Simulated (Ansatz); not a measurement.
**C₂H₆FNSi: a ladder of functionals and wavefunction methods**

How much do the methods differ for C₂H₆FNSi? The plan is to run it at one geometry with functionals of several rungs and with coupled cluster, and see how far each lands from CCSD(T) at the basis-set limit for the atomisation energy.

Program: Ansatz 0.2.0, Gaussian basis. Level of theory: functionals in def2-TZVPP, the program's frozen cores in correlated methods. These are calculated values, not measurements.

Plan: PBE-D4, r2SCAN-D4, PBE0-D4, B3LYP-D4, ωB97X-V, ωB97M-V, B2PLYP; CCSD(T)/def2-TZVPP; MP2/def2-QZVPP; extrapolation to the limit.

**1. Structure used throughout**

The geometry comes from an earlier relaxation with PBE0-D4 in a triple-zeta def2 set; it is a stationary point, not always the lowest conformer.

SMILES `C=C(F)[SiH2]N`, 11 atoms, charge 0, spin multiplicity 1.

Atoms are counted from 1 here; the program's logs count them from 0.

Bond lengths: C1–C2 1.324 Å, C1–H6 1.082 Å, C1–H7 1.085 Å, C2–F3 1.357 Å, C2–Si4 1.882 Å, Si4–N5 1.711 Å, Si4–H8 1.484 Å, Si4–H9 1.485 Å, N5–H10 1.007 Å, N5–H11 1.007 Å. Angles: C2–C1–H6 119.3°, C2–C1–H7 122.0°, H6–C1–H7 118.6°, C1–C2–F3 118.7°, C1–C2–Si4 126.6°, F3–C2–Si4 114.7°, C2–Si4–N5 115.4°, C2–Si4–H8 108.2°, C2–Si4–H9 104.5°, N5–Si4–H8 106.6°, N5–Si4–H9 110.3°, H8–Si4–H9 111.9°, Si4–N5–H10 119.9°, Si4–N5–H11 121.1°, H10–N5–H11 111.2°.

**2. PBE-D4 (GGA)**

The input, in.yaml:

```yaml
crystal:
  periodic: [false, false, false]
  atoms:
    - {symbol: C, position_ang: [1.235341, 1.276835, 1.052949]}
    - {symbol: C, position_ang: [0.909077, 0.123448, 0.489704]}
    - {symbol: F, position_ang: [1.899459, -0.737786, 0.144982]}
    - {symbol: Si, position_ang: [-0.829445, -0.478948, 0.094106]}
    - {symbol: N, position_ang: [-1.133479, -0.815135, -1.556158]}
    - {symbol: H, position_ang: [0.453547, 1.972878, 1.327260]}
    - {symbol: H, position_ang: [2.266127, 1.547687, 1.253836]}
    - {symbol: H, position_ang: [-1.060549, -1.744368, 0.834234]}
    - {symbol: H, position_ang: [-1.717679, 0.611368, 0.570471]}
    - {symbol: H, position_ang: [-0.899967, -1.718032, -1.934956]}
    - {symbol: H, position_ang: [-1.056931, -0.095047, -2.255827]}
basis:
  gaussian: {orbitals: def2-TZVPP}
hamiltonian: {xc: pbe, dispersion: d4}
output: {forces: true, orbitals: {seedname: orbitals}}
```

Command:

```console
> ansatz run in.yaml --threads 4 --pin off --events-out ev --progress --plain --max-ram 10444MiB
```

The runs that follow: r2SCAN-D4 (meta-GGA); PBE0-D4 (hybrid); B3LYP-D4 (hybrid); ωB97X-V (range-separated); ωB97M-V (range-separated); B2PLYP (double hybrid); CCSD(T) in def2-TZVPP; MP2 in def2-QZVPP.

Q: Predict the results of all the runs planned. Wanted: atomisation energy, CCSD(T)/CBS; farthest; mean size of error, hybrid; mean size of error, range-separated; gap, smallest and largest; T1 diagnostic; triples share of the correlation energy.

The runs gave:

| quantity | value |
| --- | --- |
| atomisation energy, CCSD(T)/CBS | 4092.4 kJ/mol |
| functionals within 20.5 kJ/mol (0.5 %) | r2SCAN-D4, PBE0-D4, B3LYP-D4, ωB97X-V, ωB97M-V |
| farthest | PBE-D4 (+88.2 kJ/mol) |
| mean size of error, hybrid | 5.4 kJ/mol |
| mean size of error, range-separated | 16.9 kJ/mol |
| gap, smallest and largest | 4.80 eV (PBE-D4), 11.66 eV (ωB97X-V) |
| T1 diagnostic | 0.0119 |
| triples share of the correlation energy | 3.7 % |

**Reading.** PBE-D4 is off by +88.2 kJ/mol. Double hybrids carry the basis error of their MP2 part in triple zeta, and no dispersion term here, so their miss is partly the set-up's. The reference freezes the cores and leaves out relativity and excitations past (T), so misses under about 20.5 kJ/mol can't be ranked. Hartree-Fock recovers 72 % of the binding; the rest is correlation. Orbital gaps span 4.8 to 11.7 eV; exact exchange widens them.
